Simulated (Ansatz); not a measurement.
**Ge2H6Se: small, medium and large basis sets**

An exercise on one series of results from a longer session: the logs are not shown, and one member is left open.

Computed with Ansatz 0.2.0, Gaussian basis. Level: one geometry, several basis sets.

Levels to be run: PBE0-D4/def2-SVP; ωB97M-V/def2-SVP; PBE0-D4/def2-QZVPP; ωB97M-V/def2-QZVPP; the functionals' def2-TZVPP values are taken from earlier runs.

## The relaxed structure

An earlier PBE0-D4 in a triple-zeta def2 set relaxation fixed the geometry.

SMILES `[GeH3][Se][GeH3]`, 9 atoms, charge 0, spin multiplicity 1.

Atoms are counted from 1 here; the program's logs count them from 0.

Bond lengths: Ge1–Se2 2.354 Å, Ge1–H4 1.537 Å, Ge1–H5 1.534 Å, Ge1–H6 1.537 Å, Se2–Ge3 2.354 Å, Ge3–H7 1.537 Å, Ge3–H8 1.537 Å, Ge3–H9 1.534 Å. Angles: Se2–Ge1–H4 110.0°, Se2–Ge1–H5 106.0°, Se2–Ge1–H6 110.0°, H4–Ge1–H5 110.6°, H4–Ge1–H6 109.5°, H5–Ge1–H6 110.6°, Ge1–Se2–Ge3 95.5°, Se2–Ge3–H7 110.0°, Se2–Ge3–H8 110.0°, Se2–Ge3–H9 106.0°, H7–Ge3–H8 109.5°, H7–Ge3–H9 110.6°, H8–Ge3–H9 110.6°.

Set-up of the first run:

in.yaml

```yaml
crystal:
  periodic: [false, false, false]
  atoms:
    - {symbol: Ge, position_ang: [0.630302, 0.380425, -1.583692]}
    - {symbol: Se, position_ang: [1.468089, -0.592462, 0.388933]}
    - {symbol: Ge, position_ang: [-0.543908, -0.417938, 1.597669]}
    - {symbol: H, position_ang: [-0.530936, -0.462911, -2.134406]}
    - {symbol: H, position_ang: [1.799774, 0.401557, -2.575515]}
    - {symbol: H, position_ang: [0.137791, 1.808079, -1.296866]}
    - {symbol: H, position_ang: [-1.652954, -1.214107, 0.891149]}
    - {symbol: H, position_ang: [-0.962404, 1.056860, 1.710835]}
    - {symbol: H, position_ang: [-0.257254, -1.006003, 2.984692]}
basis:
  gaussian: {orbitals: def2-SVP}
hamiltonian: {xc: pbe0, dispersion: d4}
output: {orbitals: {seedname: orbitals}}
```

Steps of the session up to this table: PBE0-D4 in def2-SVP; ωB97M-V in def2-SVP; PBE0-D4 in def2-QZVPP; ωB97M-V in def2-QZVPP.

One table of the session follows, with a row left open; its other results are not shown here.

```
functional       basis  HOMO (eV)  LUMO (eV)
   PBE0-D4    def2-SVP          ?          ?
   PBE0-D4  def2-TZVPP      -6.86      -0.34
   PBE0-D4  def2-QZVPP      -6.87      -0.52
   ωB97M-V    def2-SVP      -8.86       1.68
   ωB97M-V  def2-TZVPP      -8.98       1.43
   ωB97M-V  def2-QZVPP      -8.98       1.03
```

**Question.** Estimate the row for PBE0-D4, def2-SVP.

As computed: HOMO (eV): -6.78; LUMO (eV): -0.19. In the column «HOMO (eV)» it is the highest.
